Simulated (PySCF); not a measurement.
# C3H7BO2: the cost of one run

Computed with PySCF 2.14.0, with density-fitted response routines of our own, on a single molecule in the gas phase. Atoms count from 0, in the outputs and in this text.

## Step 1: The molecule as given

13 atoms, charge 0, multiplicity 1; geometry from: GFN2-xTB. The atoms were then displaced at random by about 0.01 Å, so the start is not that level's minimum.

Bonds of the start (Å): B0–O1 1.32, O1–C2 1.41, C2–C3 1.49, C3–C4 1.56, C4–O5 1.43, O5–B0 1.35, B0–H6 1.19, C2–H7 1.13, C2–H8 1.07, C3–H9 1.11, C3–H10 1.08, C4–H11 1.08, C4–H12 1.10.

## Step 2: Geometry optimisation at PBE0-D3(BJ)/def2-SVP

Job settings and geometry (Å):

```
{"job": {"xc": "PBE0", "basis": "def2-SVP", "d3": "d3bj", "grid": 1, "shake": 0.01, "kind": "geom"}, "charge": 0, "multiplicity": 1}
B     -0.570760     1.579890     0.240500
O      0.741410     1.431190     0.147630
C      1.250950     0.157390    -0.167030
C      0.361820    -0.952930     0.288920
C     -1.064120    -0.687570    -0.290520
O     -1.503990     0.630720     0.030010
H     -0.979640     2.668320     0.503530
H      2.255970     0.084840     0.340130
H      1.433950     0.107740    -1.222990
H      0.266460    -0.949780     1.392680
H      0.686620    -1.927710    -0.032780
H     -1.045180    -0.793180    -1.365280
H     -1.827690    -1.365810     0.124890
```

The run is started by

```sh
$ OMP_NUM_THREADS=1 python probes_run.py task.json out
```

One launch serves the whole session: the jobs run in the order shown.

Q: Estimate the wall time and peak memory of this first job on 1 thread of Arm Neoverse V1, shared host.

About 28 s, with a peak of 0.5 GiB.
